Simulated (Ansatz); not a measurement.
# C₂H₉BClNSi: one species, many methods

An exercise on one series of results from a longer session: the logs are not shown, and one member is left open.

Program: Ansatz 0.2.0, Gaussian basis. Level of theory: functionals in def2-TZVPP, the program's frozen cores in correlated methods. These are calculated values, not measurements.

Levels to be run: LDA (SPW92), PBE-D4, revPBE-D4, BLYP-D4, r2SCAN-D4, B97M-V, PBE0-D4, B3LYP-D4, r2SCANh-D4, r2SCAN0-D4, HSE06-D4, BHLYP-D4, CAM-B3LYP-D4, LC-ωPBE, ωB97X-V, ωB97M-V, B2PLYP, PBE-QIDH; CCSD(T)/def2-SVP; MP2/def2-TZVPP; MP2/def2-QZVPP; RPA on PBE.

## The geometry

All runs share one geometry, relaxed beforehand with PBE0-D4 in a triple-zeta def2 set.

SMILES `BN(CC)[SiH2]Cl`, 15 atoms, charge 0, spin multiplicity 1.

Atoms are counted from 1 here; the program's logs count them from 0.

Bond lengths: B1–N2 1.400 Å, B1–H7 1.196 Å, B1–H8 1.199 Å, N2–C3 1.470 Å, N2–Si5 1.732 Å, C3–C4 1.516 Å, C3–H9 1.096 Å, C3–H10 1.093 Å, C4–H11 1.092 Å, C4–H12 1.093 Å, C4–H13 1.091 Å, Si5–Cl6 2.061 Å, Si5–H14 1.474 Å, Si5–H15 1.481 Å. Angles: N2–B1–H7 119.4°, N2–B1–H8 119.2°, H7–B1–H8 121.4°, B1–N2–C3 120.8°, B1–N2–Si5 121.2°, C3–N2–Si5 118.0°, N2–C3–C4 112.5°, N2–C3–H9 109.1°, N2–C3–H10 108.2°, C4–C3–H9 109.9°, C4–C3–H10 110.1°, H9–C3–H10 106.8°, C3–C4–H11 110.3°, C3–C4–H12 110.4°, C3–C4–H13 111.1°, H11–C4–H12 108.2°, H11–C4–H13 108.3°, H12–C4–H13 108.4° and more.

The first run:

File in.yaml:

```yaml
crystal:
  periodic: [false, false, false]
  atoms:
    - {symbol: B, position_ang: [-1.142745, -1.301609, -0.659483]}
    - {symbol: N, position_ang: [-0.594277, -0.091648, -0.216727]}
    - {symbol: C, position_ang: [0.108782, -0.010414, 1.071875]}
    - {symbol: C, position_ang: [1.541098, -0.498040, 0.982281]}
    - {symbol: Si, position_ang: [-0.748936, 1.357981, -1.152274]}
    - {symbol: Cl, position_ang: [1.087151, 2.028748, -1.804043]}
    - {symbol: H, position_ang: [-1.678690, -1.347354, -1.728209]}
    - {symbol: H, position_ang: [-1.073794, -2.267698, 0.047083]}
    - {symbol: H, position_ang: [0.088214, 1.026033, 1.426879]}
    - {symbol: H, position_ang: [-0.445930, -0.604489, 1.802120]}
    - {symbol: H, position_ang: [1.567361, -1.541942, 0.661864]}
    - {symbol: H, position_ang: [2.028468, -0.427250, 1.957566]}
    - {symbol: H, position_ang: [2.114432, 0.093770, 0.266768]}
    - {symbol: H, position_ang: [-1.591241, 1.091697, -2.332451]}
    - {symbol: H, position_ang: [-1.281592, 2.441514, -0.294051]}
basis:
  gaussian: {orbitals: def2-TZVPP}
hamiltonian: {xc: lda}
output: {orbitals: {seedname: orbitals}}
```

The run is started by

```bash
$ ansatz run in.yaml --threads 4 --pin off --events-out ev --progress --plain --max-ram 11315MiB
```

Steps of the session up to this table: LDA; PBE-D4 (GGA); revPBE-D4 (GGA); BLYP-D4 (GGA); r2SCAN-D4 (meta-GGA); B97M-V (meta-GGA); B3LYP-D4 (hybrid); r2SCANh-D4 (hybrid); r2SCAN0-D4 (hybrid); HSE06-D4 (hybrid); BHLYP-D4 (hybrid); CAM-B3LYP-D4 (range-separated); LC-ωPBE (range-separated); ωB97X-V (range-separated); ωB97M-V (range-separated); B2PLYP (double hybrid); PBE-QIDH (double hybrid).

One table of the session follows, with a row left open; its other results are not shown here.

It belongs to the step «Frontier levels by functional». 

```
  functional  HOMO (eV)  gap (eV)
 LDA (SPW92)      -7.24      5.54
      PBE-D4      -7.07      5.64
   revPBE-D4          ?         ?
     BLYP-D4      -6.91      5.64
   r2SCAN-D4      -7.30      6.22
      B97M-V      -7.43      6.23
     PBE0-D4      -8.31      7.85
    B3LYP-D4      -8.07      7.39
  r2SCANh-D4      -7.77      7.03
  r2SCAN0-D4      -8.48      8.23
    HSE06-D4      -7.91      7.07
    BHLYP-D4      -9.45      9.96
CAM-B3LYP-D4      -9.66     10.25
     LC-ωPBE     -11.05     12.81
     ωB97X-V     -10.68     12.31
     ωB97M-V     -10.60     11.96
```

Q: Estimate the row for revPBE-D4 from the others.

**Answer.** HOMO (eV): -7.01; gap (eV): 5.69. In the column «HOMO (eV)» it lies between PBE-D4 (-7.07) and BLYP-D4 (-6.91).
